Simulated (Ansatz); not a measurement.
# C (Graphite 3R): a relaxation

Wanted: a converged relaxation for C (Graphite 3R), and a check of what comes out. The structure is shown as the input types it.

Method: DFT, r2SCAN, PAW with Ansatz's default frozen-core files, scalar-relativistic; relaxation of cell and atoms, in Ansatz 0.2.0.

## 1. Starting point

It takes space group R-3m (No. 166, trigonal). Conventional cell: a = 2.456 Å, b = 2.456 Å, c = 10.602 Å, α = 90.00°, β = 90.00°, γ = 120.00°. Around C (site symmetry 3m) lie 3 C at 1.42 Å.

Coordinates:

```cif
data_structure
_symmetry_space_group_name_H-M 'P 1'
_symmetry_Int_Tables_number 1
_cell_length_a 3.8079
_cell_length_b 3.8079
_cell_length_c 3.8079
_cell_angle_alpha 37.624
_cell_angle_beta 37.624
_cell_angle_gamma 37.624
_cell_volume 18.46
loop_
_atom_site_label
_atom_site_type_symbol
_atom_site_fract_x
_atom_site_fract_y
_atom_site_fract_z
_atom_site_occupancy
C1 C 0.83334 0.83334 0.83334 1
C2 C 0.16666 0.16666 0.16666 1
```

## 2. Running it

input.yaml reads:

```yaml
crystal:
  lattice:
    - [1.2279044294, 0.70893095285, 3.53405346531]
    - [-1.2279044294, 0.70893095285, 3.53405346531]
    - [0.0, -1.4178619057, 3.53405346531]
  atoms:
    - { symbol: C, position: [0.833336130685, 0.833336130685, 0.833336130685] }
    - { symbol: C, position: [0.166663869315, 0.166663869315, 0.166663869315] }
kpoints:
  mp_grid: { grid: [12, 12, 12] }
scf:
  occupations: { method: fixed }
hamiltonian:
  xc: r2scan
  pseudopotentials: { kind: paw }
relax:
  f_tol: 0.002
  max_steps: 80
  cell: { p_target: -2 }
output:
  forces: true
  stress: true
```

On the command line:

```
$ ansatz run input.yaml --threads 1 --pin off --max-ram 3072MiB --backend cpu --events-out ev --progress --plain --runs-dir out
```

What happens when this is run?

The relaxation ended unconverged: on a basis chosen afresh at the relaxed cell, the thresholds were not met. Its message: «variable-cell relaxation did not converge after 80 `relax_step` rows, as none of its last 5 fresh-basis SCF(s) at a relaxed cell met both thresholds with a finite energy. The last misses `relax.cell.stress_tol`: largest allowed force component 1.16e-4 eV/Å (`relax.f_tol` 2.00e-3 eV/Å) ...»

When the cell changes, the set of plane waves chosen at the start no longer matches the cutoff; choosing it afresh shifts stress or forces by more than the tolerance.

What to do: raise the cutoff.
